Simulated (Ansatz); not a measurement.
# Al2Au: the cost of one run

Computed with Ansatz 0.2.0 (DFT PBE, scalar-relativistic, plane waves, PAW, unless a step's input says otherwise).

3 further runs of the same task are left out: 1 that didn't finish, 2 set aside as unsound or not needed.

**1. The starting structure**

It takes space group Fm-3m (No. 225, cubic). Conventional cell: a = 6.061 Å, b = 6.061 Å, c = 6.061 Å, α = 90.00°, β = 90.00°, γ = 90.00°. Al (site symmetry -43m) is surrounded by 4 Au at 2.62 Å. Around Au (site symmetry m-3m) lie 8 Al at 2.62 Å.

Coordinates:

```
CELL_PARAMETERS angstrom
0.00000 3.03039 3.03039
3.03039 0.00000 3.03039
3.03039 3.03039 0.00000
ATOMIC_POSITIONS crystal
Al 0.25000 0.25000 0.25000
Al 0.75000 0.75000 0.75000
Au 0.00000 0.00000 0.00000
```

It is the result of an earlier relaxation at this level (volume 18.55 Å³/atom; gap on the mesh: none (metal)).

**2. The bulk in the cell of the plane**

File input.yaml:

```yaml
crystal:
  lattice:
    - [4.2856189452, 0.0, 0.0]
    - [-2.1428094726, 3.7114548774, 0.0]
    - [2.1428094726, 1.2371516258, 3.4991932159]
  atoms:
    - { symbol: Al, position: [0.5, 0.75, 0.75] }
    - { symbol: Al, position: [0.5, 0.25, 0.25] }
    - { symbol: Au, position: [0.0, 0.0, 0.0] }
basis:
  ecutwfc: 420
kpoints:
  mp_grid: { grid: [9, 9, 10] }
hamiltonian:
  xc: pbe
scf:
  occupations: { method: gaussian, width: 0.1 }
output:
  forces: true
  stress: true
  eigenvalues: true
```

Started as:

```sh
ansatz run input.yaml --threads 2 --pin off --max-ram 4096MiB --backend cpu --events-out ev --progress --plain --runs-dir out
```

What time and memory should one allow on 2 threads of Intel Xeon Platinum 8488C (Sapphire Rapids), shared host?

About 4.8 s, with a peak of 0.49 GiB.
